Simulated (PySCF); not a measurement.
**CH₅BF₂Si: core binding energies at several levels of theory, part 1 of 3**

How much do the core binding energies of CH₅BF₂Si (`FB(F)C[SiH3]`) depend on the level of theory, and what does each level cost?

The runs use PySCF 2.14.0, with density-fitted response routines of our own; the level of theory stands in each step. All values are computed, except where a source is named. Atoms count from 0, in the outputs and in this text.

## (1) Starting geometry

10 atoms, charge 0, multiplicity 1; geometry from: PBE0-D3(BJ)/def2-SVP.

Bonds of the start (Å): F0–B1 1.32, B1–F2 1.32, B1–C3 1.55, C3–Si4 1.89, C3–H5 1.10, C3–H6 1.10, Si4–H7 1.49, Si4–H8 1.49, Si4–H9 1.49.

## (2) X-ray photoelectron lines: SCAN, X2C

What the job is given:

```
{"job": {"kind": "xps"}, "charge": 0, "multiplicity": 1}
F     -1.987546     0.378619     1.342866
B     -1.491649     0.356992     0.116929
F     -1.980585     1.252196    -0.725407
C     -0.367924    -0.627433    -0.290073
Si     1.337680     0.106540     0.081519
H     -0.402104    -0.840725    -1.369649
H     -0.445699    -1.568940     0.275689
H      1.518495     1.380598    -0.677002
H      1.463027     0.395966     1.541517
H      2.406778    -0.855976    -0.318404
```

Method: delta-SCF UKS SCAN, pcX-2 on the ionised atom, pcseg-1 elsewhere, spin-free X2C.

Started as:

```sh
$ OMP_NUM_THREADS=1 python probes_run.py task.json out
```

One launch serves the whole session: the jobs run in the order shown.

Standard output:

```text
ground state, core basis on atom 0 (F), 130 functions
  cycle   1  E = -555.84514834  |g| = 7.42e-01
  cycle   2  E = -555.72055682  |g| = 1.18e+00
  cycle   3  E = -555.93632359  |g| = 1.12e-01
  cycle   4  E = -555.93865294  |g| = 3.52e-02
  cycle   5  E = -555.93891449  |g| = 8.65e-03
  cycle   6  E = -555.93892058  |g| = 6.25e-03
  cycle   7  E = -555.93892511  |g| = 1.09e-03
  cycle   8  E = -555.93892553  |g| = 1.50e-04
  E(ground) = -555.96439241 Eh
hole in F 1s of atom 0
  cycle   1  E = -529.57091752  |g| = 2.58e+00
  cycle   2  E = -529.54737315  |g| = 2.10e+00
  cycle   3  E = -530.39470456  |g| = 4.00e-01
  cycle   4  E = -530.40152598  |g| = 3.63e-01
  cycle   5  E = -530.44588642  |g| = 4.63e-02
  cycle   6  E = -530.44634754  |g| = 2.88e-02
  cycle   7  E = -530.44680832  |g| = 2.59e-03
  cycle   8  E = -530.44681083  |g| = 1.07e-03
  cycle   9  E = -530.44681126  |g| = 3.55e-04
  E(ion) = -530.48023353 Eh   <S^2> = 0.7564   hole on atom = 1.000   binding energy = 693.459 eV
ground state, core basis on atom 1 (B), 130 functions
  cycle   1  E = -555.89389528  |g| = 1.17e-01
  cycle   2  E = -555.89041745  |g| = 1.85e-01
  cycle   3  E = -555.89569512  |g| = 1.22e-02
  cycle   4  E = -555.89570526  |g| = 9.75e-03
  cycle   5  E = -555.89572195  |g| = 1.60e-03
  cycle   6  E = -555.89572246  |g| = 3.58e-04
  E(ground) = -555.92088107 Eh
hole in B 1s of atom 1
  cycle   1  E = -548.18781926  |g| = 1.17e+00
  cycle   2  E = -546.21365764  |g| = 1.90e+00
  cycle   3  E = -548.40753226  |g| = 4.60e-01
  cycle   4  E = -548.55930893  |g| = 1.01e-01
  cycle   5  E = -548.56337150  |g| = 5.72e-02
  cycle   6  E = -548.56435454  |g| = 3.85e-02
  cycle   7  E = -548.56496289  |g| = 7.79e-03
  cycle   8  E = -548.56499873  |g| = 3.59e-03
  cycle   9  E = -548.56500698  |g| = 1.63e-03
  cycle  10  E = -548.56500996  |g| = 9.33e-04
  cycle  11  E = -548.56501079  |g| = 6.47e-04
  cycle  12  E = -548.56501108  |g| = 2.39e-04
  E(ion) = -548.59315777 Eh   <S^2> = 0.7777   hole on atom = 1.000   binding energy = 199.398 eV
ground state, core basis on atom 3 (C), 130 functions
  cycle   1  E = -555.89456102  |g| = 5.82e-02
  cycle   2  E = -555.89451547  |g| = 2.54e-02
  cycle   3  E = -555.89452190  |g| = 2.49e-02
  cycle   4  E = -555.89462436  |g| = 2.53e-03
  cycle   5  E = -555.89462579  |g| = 4.69e-04
  E(ground) = -555.91784171 Eh
hole in C 1s of atom 3
  cycle   1  E = -544.64904543  |g| = 1.51e+00
  cycle   2  E = -544.05578678  |g| = 1.77e+00
  cycle   3  E = -545.16621139  |g| = 3.67e-01
  cycle   4  E = -545.19969017  |g| = 2.34e-01
  cycle   5  E = -545.21615148  |g| = 4.32e-02
  cycle   6  E = -545.21674744  |g| = 5.44e-03
  cycle   7  E = -545.21676318  |g| = 2.62e-03
  cycle   8  E = -545.21676802  |g| = 7.99e-04
  cycle   9  E = -545.21676825  |g| = 6.55e-04
  cycle  10  E = -545.21676821  |g| = 3.17e-04
  E(ion) = -545.23924917 Eh   <S^2> = 0.7665   hole on atom = 1.000   binding energy = 290.579 eV
ground state, core basis on atom 4 (Si), 141 functions
  cycle   1  E = -555.98802619  |g| = 2.87e-01
  cycle   2  E = -555.98809736  |g| = 3.42e-02
  cycle   3  E = -555.98809633  |g| = 2.42e-02
  cycle   4  E = -555.98817722  |g| = 6.66e-03
  cycle   5  E = -555.98818861  |g| = 1.15e-03
  cycle   6  E = -555.98818712  |g| = 1.94e-04
  E(ground) = -555.96963595 Eh
hole in Si 1s of atom 4
  cycle   1  E = -487.05244934  |g| = 4.35e+00
  cycle   2  E = -487.35651817  |g| = 2.03e+00
  cycle   3  E = -487.90751405  |g| = 5.97e-01
  cycle   4  E = -488.08079331  |g| = 2.17e-01
  cycle   5  E = -488.10604044  |g| = 5.63e-02
  cycle   6  E = -488.10727161  |g| = 2.40e-02
  cycle   7  E = -488.10756260  |g| = 5.41e-03
  cycle   8  E = -488.10757167  |g| = 3.38e-03
  cycle   9  E = -488.10757569  |g| = 8.88e-04
  cycle  10  E = -488.10757590  |g| = 1.79e-04
  E(ion) = -488.09725934 Eh   <S^2> = 0.7524   hole on atom = 1.000   binding energy = 1846.901 eV
hole in Si 2p of atom 4
  cycle   1  E = -551.71160340  |g| = 1.23e+00
  cycle   2  E = -551.68880632  |g| = 1.00e+00
  cycle   3  E = -552.01111255  |g| = 1.88e-01
  cycle   4  E = -552.02894946  |g| = 7.31e-02
  cycle   5  E = -552.03137721  |g| = 2.65e-02
  cycle   6  E = -552.03175390  |g| = 4.92e-03
  cycle   7  E = -552.03176436  |g| = 2.51e-03
  cycle   8  E = -552.03176766  |g| = 7.91e-04
  cycle   9  E = -552.03176751  |g| = 1.66e-04
  E(ion) = -552.02476660 Eh   <S^2> = 0.7522   hole on atom = 1.002   binding energy = 107.345 eV
  2p3/2 = 107.141 eV   2p1/2 = 107.764 eV
```

Wall time 24 s (1 thread of Arm Neoverse V1, shared host); peak memory 0.44 GiB.

The holes in one table. −ε is the ground-state orbital energy:

```csv
hole,stands for,environment,ΔSCF (eV; 2p as the shell's mean),−ε (eV),⟨S²⟩
F1s on F0,"F0, F2",fluorine bonded to B,693.46,667.1,0.756
B1s on B1,B1,"boron bonded to C, 2 F",199.40,182.8,0.778
C1s on C3,C3,sp3 CH2 bonded to B and Si,290.58,273.7,0.767
Si1s on Si4,Si4,"silicon bonded to C, 3 H",1846.90,1793.6,0.752
Si2p on Si4,Si4,"silicon bonded to C, 3 H",107.35,96.5,0.752
```

Each hole run stands for the others of its class of like atoms.

With the spin-orbit splitting: Si4 2p3/2 107.14, 2p1/2 107.76 eV. The table gives each 2p level as the mean over the whole 2p shell (two parts 2p3/2, one part 2p1/2), which differs a little from the single hole in the log.

## (3) X-ray photoelectron lines: B3LYP, X2C

Same as in step 2 but for these lines:

```diff
@@ -1,2 +1,2 @@
-{"job": {"kind": "xps"}, "charge": 0, "multiplicity": 1}
+{"job": {"kind": "xps", "xc": "B3LYP"}, "charge": 0, "multiplicity": 1}
 F     -1.987546     0.378619     1.342866
```

Method: delta-SCF UKS B3LYP, pcX-2 on the ionised atom, pcseg-1 elsewhere, spin-free X2C.

Standard output:

```text
ground state, core basis on atom 0 (F), 130 functions
  cycle   1  E = -555.97352296  |g| = 6.80e-01
  cycle   2  E = -555.89774324  |g| = 1.00e+00
  cycle   3  E = -556.05142399  |g| = 7.14e-02
  cycle   4  E = -556.05230855  |g| = 2.88e-02
  cycle   5  E = -556.05248753  |g| = 4.88e-03
  cycle   6  E = -556.05249082  |g| = 2.33e-03
  cycle   7  E = -556.05249241  |g| = 2.65e-04
  E(ground) = -556.05179121 Eh
hole in F 1s of atom 0
  cycle   1  E = -529.69342487  |g| = 2.60e+00
  cycle   2  E = -529.76673002  |g| = 2.06e+00
  cycle   3  E = -530.55070005  |g| = 3.13e-01
  cycle   4  E = -530.55643076  |g| = 2.56e-01
  cycle   5  E = -530.57832440  |g| = 2.23e-02
  cycle   6  E = -530.57845007  |g| = 1.27e-02
  cycle   7  E = -530.57853400  |g| = 8.64e-04
  cycle   8  E = -530.57853297  |g| = 2.81e-04
  E(ion) = -530.57803969 Eh   <S^2> = 0.7543   hole on atom = 1.000   binding energy = 693.176 eV
ground state, core basis on atom 1 (B), 130 functions
  cycle   1  E = -556.00459045  |g| = 7.27e-02
  cycle   2  E = -556.00374929  |g| = 9.92e-02
  cycle   3  E = -556.00527088  |g| = 7.90e-03
  cycle   4  E = -556.00527834  |g| = 4.43e-03
  cycle   5  E = -556.00528059  |g| = 7.59e-04
  cycle   6  E = -556.00528205  |g| = 1.34e-04
  E(ground) = -556.00507676 Eh
hole in B 1s of atom 1
  cycle   1  E = -548.28358059  |g| = 1.17e+00
  cycle   2  E = -546.44926726  |g| = 1.82e+00
  cycle   3  E = -548.50957014  |g| = 4.60e-01
  cycle   4  E = -548.65882155  |g| = 8.18e-02
  cycle   5  E = -548.66198125  |g| = 4.64e-02
  cycle   6  E = -548.66287291  |g| = 1.77e-02
  cycle   7  E = -548.66299090  |g| = 5.02e-03
  cycle   8  E = -548.66300151  |g| = 2.34e-03
  cycle   9  E = -548.66300724  |g| = 8.50e-04
  cycle  10  E = -548.66300718  |g| = 3.67e-04
  E(ion) = -548.66279475 Eh   <S^2> = 0.7615   hole on atom = 1.000   binding energy = 199.794 eV
ground state, core basis on atom 3 (C), 130 functions
  cycle   1  E = -556.00137365  |g| = 4.62e-02
  cycle   2  E = -556.00126236  |g| = 3.49e-02
  cycle   3  E = -556.00143137  |g| = 1.77e-02
  cycle   4  E = -556.00148614  |g| = 1.24e-03
  cycle   5  E = -556.00148635  |g| = 1.84e-04
  E(ground) = -556.00123085 Eh
hole in C 1s of atom 3
  cycle   1  E = -544.76147902  |g| = 1.52e+00
  cycle   2  E = -544.29462624  |g| = 1.70e+00
  cycle   3  E = -545.29032769  |g| = 2.86e-01
  cycle   4  E = -545.31445036  |g| = 1.54e-01
  cycle   5  E = -545.32160081  |g| = 2.48e-02
  cycle   6  E = -545.32183531  |g| = 2.68e-03
  cycle   7  E = -545.32183997  |g| = 1.02e-03
  cycle   8  E = -545.32184053  |g| = 4.04e-04
  E(ion) = -545.32156061 Eh   <S^2> = 0.7591   hole on atom = 1.000   binding energy = 290.609 eV
ground state, core basis on atom 4 (Si), 141 functions
  cycle   1  E = -556.06772805  |g| = 1.64e-01
  cycle   2  E = -556.06782969  |g| = 3.50e-02
  cycle   3  E = -556.06788111  |g| = 1.90e-02
  cycle   4  E = -556.06792814  |g| = 4.50e-03
  cycle   5  E = -556.06793355  |g| = 7.25e-04
  cycle   6  E = -556.06793388  |g| = 1.06e-04
  E(ground) = -556.06774388 Eh
hole in Si 1s of atom 4
  cycle   1  E = -487.17022124  |g| = 4.39e+00
  cycle   2  E = -487.59311063  |g| = 1.96e+00
  cycle   3  E = -488.11785817  |g| = 5.03e-01
  cycle   4  E = -488.22673714  |g| = 1.76e-01
  cycle   5  E = -488.24365549  |g| = 4.08e-02
  cycle   6  E = -488.24449946  |g| = 8.71e-03
  cycle   7  E = -488.24453578  |g| = 3.17e-03
  cycle   8  E = -488.24453956  |g| = 8.23e-04
  cycle   9  E = -488.24453960  |g| = 1.61e-04
  E(ion) = -488.24432837 Eh   <S^2> = 0.7518   hole on atom = 1.000   binding energy = 1845.569 eV
hole in Si 2p of atom 4
  cycle   1  E = -551.79872467  |g| = 1.22e+00
  cycle   2  E = -551.85049242  |g| = 9.38e-01
  cycle   3  E = -552.11345825  |g| = 1.29e-01
  cycle   4  E = -552.12175497  |g| = 5.62e-02
  cycle   5  E = -552.12322995  |g| = 1.74e-02
  cycle   6  E = -552.12339533  |g| = 1.95e-03
  cycle   7  E = -552.12339696  |g| = 1.04e-03
  cycle   8  E = -552.12339693  |g| = 4.29e-04
  E(ion) = -552.12318536 Eh   <S^2> = 0.7524   hole on atom = 1.002   binding energy = 107.337 eV
  2p3/2 = 107.126 eV   2p1/2 = 107.744 eV
```

Wall time 27 s (1 thread of Arm Neoverse V1, shared host); peak memory 0.51 GiB.

The holes in one table. −ε is the ground-state orbital energy:

```csv
hole,stands for,environment,ΔSCF (eV; 2p as the shell's mean),−ε (eV),⟨S²⟩
F1s on F0,"F0, F2",fluorine bonded to B,693.18,672.6,0.754
B1s on B1,B1,"boron bonded to C, 2 F",199.79,186.4,0.762
C1s on C3,C3,sp3 CH2 bonded to B and Si,290.61,276.9,0.759
Si1s on Si4,Si4,"silicon bonded to C, 3 H",1845.57,1803.2,0.752
Si2p on Si4,Si4,"silicon bonded to C, 3 H",107.33,99.1,0.752
```

Each hole run stands for the others of its class of like atoms.

With the spin-orbit splitting: Si4 2p3/2 107.13, 2p1/2 107.74 eV. The table gives each 2p level as the mean over the whole 2p shell (two parts 2p3/2, one part 2p1/2), which differs a little from the single hole in the log.

## (4) Core holes by ΔSCF: PBE0, X2C

Same as in step 3 but for these lines:

```diff
@@ -1,2 +1,2 @@
-{"job": {"kind": "xps", "xc": "B3LYP"}, "charge": 0, "multiplicity": 1}
+{"job": {"kind": "xps", "xc": "PBE0"}, "charge": 0, "multiplicity": 1}
 F     -1.987546     0.378619     1.342866
```

Method: delta-SCF UKS PBE0, pcX-2 on the ionised atom, pcseg-1 elsewhere, spin-free X2C.

Standard output:

```text
ground state, core basis on atom 0 (F), 130 functions
  cycle   1  E = -555.55413774  |g| = 6.14e-01
  cycle   2  E = -555.51123301  |g| = 8.43e-01
  cycle   3  E = -555.61803021  |g| = 5.55e-02
  cycle   4  E = -555.61853791  |g| = 2.50e-02
  cycle   5  E = -555.61867556  |g| = 3.96e-03
  cycle   6  E = -555.61867929  |g| = 1.75e-03
  cycle   7  E = -555.61867922  |g| = 2.26e-04
  E(ground) = -555.61809698 Eh
hole in F 1s of atom 0
  cycle   1  E = -529.27897950  |g| = 2.59e+00
  cycle   2  E = -529.44425590  |g| = 1.95e+00
  cycle   3  E = -530.14552189  |g| = 2.80e-01
  cycle   4  E = -530.15202372  |g| = 2.13e-01
  cycle   5  E = -530.16718733  |g| = 1.79e-02
  cycle   6  E = -530.16727125  |g| = 9.83e-03
  cycle   7  E = -530.16732143  |g| = 7.90e-04
  cycle   8  E = -530.16732105  |g| = 2.73e-04
  E(ion) = -530.16693388 Eh   <S^2> = 0.7548   hole on atom = 1.000   binding energy = 692.561 eV
ground state, core basis on atom 1 (B), 130 functions
  cycle   1  E = -555.57007056  |g| = 8.88e-02
  cycle   2  E = -555.56915067  |g| = 1.09e-01
  cycle   3  E = -555.57099600  |g| = 1.01e-02
  cycle   4  E = -555.57100837  |g| = 4.51e-03
  cycle   5  E = -555.57101147  |g| = 5.28e-04
  cycle   6  E = -555.57101183  |g| = 1.09e-04
  E(ground) = -555.57082590 Eh
hole in B 1s of atom 1
  cycle   1  E = -547.87579837  |g| = 1.17e+00
  cycle   2  E = -546.16410198  |g| = 1.73e+00
  cycle   3  E = -548.09819173  |g| = 4.64e-01
  cycle   4  E = -548.24901655  |g| = 8.54e-02
  cycle   5  E = -548.25301355  |g| = 4.36e-02
  cycle   6  E = -548.25381781  |g| = 1.58e-02
  cycle   7  E = -548.25392354  |g| = 5.07e-03
  cycle   8  E = -548.25393787  |g| = 2.40e-03
  cycle   9  E = -548.25394384  |g| = 1.08e-03
  cycle  10  E = -548.25394570  |g| = 4.42e-04
  E(ion) = -548.25375287 Eh   <S^2> = 0.7680   hole on atom = 1.000   binding energy = 199.108 eV
ground state, core basis on atom 3 (C), 130 functions
  cycle   1  E = -555.56728056  |g| = 6.09e-02
  cycle   2  E = -555.56720292  |g| = 3.16e-02
  cycle   3  E = -555.56728057  |g| = 2.41e-02
  cycle   4  E = -555.56738094  |g| = 7.38e-04
  cycle   5  E = -555.56738141  |g| = 1.34e-04
  E(ground) = -555.56714954 Eh
hole in C 1s of atom 3
  cycle   1  E = -544.34501379  |g| = 1.52e+00
  cycle   2  E = -544.00585127  |g| = 1.58e+00
  cycle   3  E = -544.87663709  |g| = 2.71e-01
  cycle   4  E = -544.89977159  |g| = 1.31e-01
  cycle   5  E = -544.90505738  |g| = 2.15e-02
  cycle   6  E = -544.90523855  |g| = 2.62e-03
  cycle   7  E = -544.90524419  |g| = 1.12e-03
  cycle   8  E = -544.90524540  |g| = 4.16e-04
  E(ion) = -544.90496882 Eh   <S^2> = 0.7620   hole on atom = 1.000   binding energy = 290.133 eV
ground state, core basis on atom 4 (Si), 141 functions
  cycle   1  E = -555.63267743  |g| = 2.08e-01
  cycle   2  E = -555.63273443  |g| = 2.66e-02
  cycle   3  E = -555.63273871  |g| = 2.04e-02
  cycle   4  E = -555.63281492  |g| = 4.52e-03
  cycle   5  E = -555.63282080  |g| = 5.99e-04
  cycle   6  E = -555.63281982  |g| = 9.89e-05
  E(ground) = -555.63262301 Eh
hole in Si 1s of atom 4
  cycle   1  E = -486.76683430  |g| = 4.38e+00
  cycle   2  E = -487.28941999  |g| = 1.83e+00
  cycle   3  E = -487.74733136  |g| = 4.36e-01
  cycle   4  E = -487.82872581  |g| = 1.47e-01
  cycle   5  E = -487.84053368  |g| = 3.12e-02
  cycle   6  E = -487.84102863  |g| = 6.76e-03
  cycle   7  E = -487.84105060  |g| = 2.48e-03
  cycle   8  E = -487.84105273  |g| = 6.39e-04
  cycle   9  E = -487.84105170  |g| = 1.69e-04
  E(ion) = -487.84083021 Eh   <S^2> = 0.7519   hole on atom = 1.000   binding energy = 1844.709 eV
hole in Si 2p of atom 4
  cycle   1  E = -551.37709086  |g| = 1.22e+00
  cycle   2  E = -551.47194835  |g| = 8.65e-01
  cycle   3  E = -551.69313020  |g| = 1.15e-01
  cycle   4  E = -551.69975611  |g| = 4.77e-02
  cycle   5  E = -551.70083482  |g| = 1.41e-02
  cycle   6  E = -551.70094282  |g| = 1.78e-03
  cycle   7  E = -551.70094502  |g| = 9.97e-04
  cycle   8  E = -551.70094596  |g| = 4.27e-04
  E(ion) = -551.70072103 Eh   <S^2> = 0.7529   hole on atom = 1.002   binding energy = 106.993 eV
  2p3/2 = 106.782 eV   2p1/2 = 107.397 eV
```

Run time: 26 s. Hardware: 1 thread of Arm Neoverse V1, shared host; peak memory 0.5 GiB.

Binding energies by hole, beside the orbital energy of the ground state; the difference holds orbital relaxation and, for a density functional, its self-interaction error:

```csv
hole,stands for,environment,ΔSCF (eV; 2p as the shell's mean),−ε (eV),⟨S²⟩
F1s on F0,"F0, F2",fluorine bonded to B,692.56,675.0,0.755
B1s on B1,B1,"boron bonded to C, 2 F",199.11,187.3,0.768
C1s on C3,C3,sp3 CH2 bonded to B and Si,290.13,278.4,0.762
Si1s on Si4,Si4,"silicon bonded to C, 3 H",1844.71,1806.9,0.752
Si2p on Si4,Si4,"silicon bonded to C, 3 H",106.99,99.8,0.753
```

Each hole run stands for the others of its class of like atoms.

With the spin-orbit splitting: Si4 2p3/2 106.78, 2p1/2 107.40 eV. The table gives each 2p level as the mean over the whole 2p shell (two parts 2p3/2, one part 2p1/2), which differs a little from the single hole in the log.

(Continued in part 2 of 3.)
